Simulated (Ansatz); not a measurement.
**C6H4F6O2: basis-set convergence**

The task here is to estimate one member of a computed series from the others.

Program: Ansatz 0.2.0, Gaussian basis. Level of theory: one geometry, several basis sets. These are calculated values, not measurements.

Plan: PBE0-D4/def2-SVP; ωB97M-V/def2-SVP; PBE0-D4/def2-QZVPP; ωB97M-V/def2-QZVPP; the functionals' def2-TZVPP values are taken from earlier runs.

1 further run of the same task is left out (it didn't finish).

## The relaxed structure

An earlier PBE0-D4 in a triple-zeta def2 set relaxation fixed the geometry.

18 atoms, charge 0, spin multiplicity 1.

Atoms are counted from 1 here; the program's logs count them from 0.

Bond lengths: C1–C2 1.326 Å, C1–H15 1.084 Å, C1–H16 1.083 Å, C2–C3 1.471 Å, C2–H17 1.083 Å, C3–O4 1.197 Å, C3–O5 1.367 Å, O5–C6 1.401 Å, C6–C7 1.529 Å, C6–C11 1.529 Å, C6–H18 1.094 Å, C7–F8 1.331 Å, C7–F9 1.334 Å, C7–F10 1.329 Å, C11–F12 1.331 Å, C11–F13 1.329 Å, C11–F14 1.334 Å. Angles: C2–C1–H15 120.4°, C2–C1–H16 121.4°, H15–C1–H16 118.2°, C1–C2–C3 120.1°, C1–C2–H17 122.8°, C3–C2–H17 117.1°, C2–C3–O4 127.1°, C2–C3–O5 109.7°, O4–C3–O5 123.2°, C3–O5–C6 116.4°, O5–C6–C7 108.0°, O5–C6–C11 108.0°, O5–C6–H18 110.6°, C7–C6–C11 114.8°, C7–C6–H18 107.7°, C11–C6–H18 107.7°, C6–C7–F8 110.9°, C6–C7–F9 108.9° and more.

Set-up of the first run:

in.yaml

```yaml
crystal:
  periodic: [false, false, false]
  atoms:
    - {symbol: C, position_ang: [-0.980068, 0.708703, 3.380851]}
    - {symbol: C, position_ang: [-0.696590, -0.053170, 2.333015]}
    - {symbol: C, position_ang: [-0.297988, 0.562630, 1.058162]}
    - {symbol: O, position_ang: [-0.189054, 1.731112, 0.823736]}
    - {symbol: O, position_ang: [-0.055919, -0.412104, 0.131057]}
    - {symbol: C, position_ang: [0.337251, 0.022076, -1.142006]}
    - {symbol: C, position_ang: [1.745238, -0.510510, -1.409918]}
    - {symbol: F, position_ang: [2.193175, -0.094606, -2.592422]}
    - {symbol: F, position_ang: [2.568502, -0.046133, -0.468613]}
    - {symbol: F, position_ang: [1.804139, -1.838142, -1.383816]}
    - {symbol: C, position_ang: [-0.722792, -0.432571, -2.145655]}
    - {symbol: F, position_ang: [-0.426070, -0.011383, -3.373068]}
    - {symbol: F, position_ang: [-0.862808, -1.753935, -2.179445]}
    - {symbol: F, position_ang: [-1.898426, 0.094509, -1.799941]}
    - {symbol: H, position_ang: [-0.920397, 1.788739, 3.305534]}
    - {symbol: H, position_ang: [-1.275347, 0.276817, 4.328988]}
    - {symbol: H, position_ang: [-0.743211, -1.134743, 2.364276]}
    - {symbol: H, position_ang: [0.382767, 1.114111, -1.178835]}
basis:
  gaussian: {orbitals: def2-SVP}
hamiltonian: {xc: pbe0, dispersion: d4}
output: {orbitals: {seedname: orbitals}}
```

Steps of the session up to this table: PBE0-D4 in def2-SVP; ωB97M-V in def2-SVP; PBE0-D4 in def2-QZVPP; ωB97M-V in def2-QZVPP.

One table of the session follows, with a row left open; its other results are not shown here.

It belongs to the step «Functionals by basis». 

```
functional       basis  HOMO (eV)  LUMO (eV)
   PBE0-D4    def2-SVP      -8.81      -1.90
   PBE0-D4  def2-TZVPP          ?          ?
   PBE0-D4  def2-QZVPP      -8.89      -2.08
   ωB97M-V    def2-SVP     -11.05       0.37
   ωB97M-V  def2-TZVPP     -11.12       0.15
   ωB97M-V  def2-QZVPP     -11.14       0.08
```

Q: Estimate the row for PBE0-D4, def2-TZVPP from the others.

The run gave: HOMO (eV): -8.87; LUMO (eV): -2.04. In the column «HOMO (eV)» it lies between PBE0-D4, def2-QZVPP (-8.89) and PBE0-D4, def2-SVP (-8.81).
